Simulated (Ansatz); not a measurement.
# FePtO2: the cost of one run

Computed with Ansatz 0.2.0 (DFT LDA+U (U_eff = 4 eV on Fe d, Pt d), plane waves, PAW, no spin–orbit coupling unless a run says so, unless a step's input says otherwise).

4 further runs of the same task are left out: 4 that didn't finish. Runs told in other sessions of the task aren't counted.

### Step 1. Starting point

It takes space group R-3m (No. 166, trigonal). The conventional cell has a = 3.240 Å, b = 3.240 Å, c = 18.348 Å, α = 90.00°, β = 90.00°, γ = 120.00°. Pt (site symmetry -3m) has 2 O at 1.96 Å in its first shell of neighbours. Fe (site symmetry -3m) is surrounded by 6 O at 2.17 Å. O (site symmetry 3m) has 1 Pt at 1.96 Å and 3 Fe at 2.17 Å in its first shell of neighbours.

As a file:

```cif
data_structure
_symmetry_space_group_name_H-M 'R-3m:H'
_symmetry_Int_Tables_number 166
_cell_length_a 3.2397
_cell_length_b 3.2397
_cell_length_c 18.3477
_cell_angle_alpha 90.000
_cell_angle_beta 90.000
_cell_angle_gamma 120.000
_cell_volume 166.77
loop_
_atom_site_label
_atom_site_type_symbol
_atom_site_symmetry_multiplicity
_atom_site_Wyckoff_symbol
_atom_site_fract_x
_atom_site_fract_y
_atom_site_fract_z
_atom_site_occupancy
Pt1 Pt 3 a 0.00000 0.00000 0.00000 1
Fe1 Fe 3 b 0.66667 0.33333 0.83333 1
O1 O 6 c 0.33333 0.66667 0.77327 1
```

An earlier series on this cell reached its lowest free state from «ferromagnetic start, free, natural orbitals of the symmetric run filled by rank», perhaps among other starts.

### Step 2. Site moments held (series factor 1.05; the input gives the size)

input.yaml reads:

```yaml
crystal:
  lattice:
    - [1.61985776, 0.93522532, 6.11589862]
    - [-1.61985776, 0.93522532, 6.11589862]
    - [0.0, -1.87045063, 6.11589862]
  atoms:
    - { symbol: Pt, position: [0.0, 0.0, 0.0], spin: 2.1 }
    - { symbol: Fe, position: [0.5, 0.5, 0.5], spin: 4.13 }
    - { symbol: O, position: [0.1066, 0.1066, 0.1066] }
    - { symbol: O, position: [0.8934, 0.8934, 0.8934] }
basis:
  ecutwfc: 420
  ecutrho_ratio: 4
kpoints:
  mp_grid: { grid: [7, 7, 7] }
hamiltonian:
  xc: lda
  hubbard:
    sites:
      - { site: 0, l: d, u_eff: 4.0, starting_ns: [{ spin: up, occupation_matrix: s0up }, { spin: down, occupation_matrix: s0down }] }
      - { site: 1, l: d, u_eff: 4.0, starting_ns: [{ spin: up, occupation_matrix: s1up }, { spin: down, occupation_matrix: s1down }] }
    occupation_matrices:
      s0up:
        matrix:
          - [0.97, 0.0, 0.0, 0.0, 0.0]
          - [0.0, 0.97, 0.0, 0.0, 0.0]
          - [0.0, 0.0, 0.97, 0.0, 0.0]
          - [0.0, 0.0, 0.0, 0.97, 0.0]
          - [0.0, 0.0, 0.0, 0.0, 0.97]
      s0down:
        matrix:
          - [0.02, 0.0, 0.0, 0.0, 0.0]
          - [0.0, 0.04907, 0.0, 0.0, 0.16362]
          - [0.0, 0.0, 0.97, 0.0, 0.0]
          - [0.0, 0.0, 0.0, 0.97, 0.0]
          - [0.0, 0.16362, 0.0, 0.0, 0.94093]
      s1up:
        matrix:
          - [0.97, 0.0, 0.0, 0.0, 0.0]
          - [0.0, 0.97, 0.0, 0.0, 0.0]
          - [0.0, 0.0, 0.97, 0.0, 0.0]
          - [0.0, 0.0, 0.0, 0.97, 0.0]
          - [0.0, 0.0, 0.0, 0.0, 0.97]
      s1down:
        matrix:
          - [0.02, 0.0, 0.0, 0.0, 0.0]
          - [0.0, 0.02, 0.0, 0.0, 0.0]
          - [0.0, 0.0, 0.69505, 0.43082, 0.0]
          - [0.0, 0.0, 0.43082, 0.29495, 0.0]
          - [0.0, 0.0, 0.0, 0.0, 0.02]
    ns_hold: { iters: 8 }
scf:
  occupations: { method: gaussian, width: 0.05 }
  lower_state_search: "off"
  max_iter: 150
output:
  forces: true
  stress: true
  eigenvalues: true
  populations: true
  hubbard: { sites: [{ site: 0, l: d }, { site: 1, l: d }] }
magnetization:
  spin_polarized: true
  spin_locking: { lock_spins: true }
```

The typed matrices put 0.97 on the chosen orbitals and 0.02 on the others, and are held for 8 cycles. The lock stays on to the end, so the result is a constrained state unless its moments die out.

The run is started by

```
> ansatz run input.yaml --threads 2 --pin off --max-ram 3072MiB --backend cpu --events-out ev --progress --plain --runs-dir out
```

**Question.** How long does this run take on 2 threads of Arm Neoverse N1, shared host, and how much memory does it need?

About 2.4 min, with a peak of 0.62 GiB.
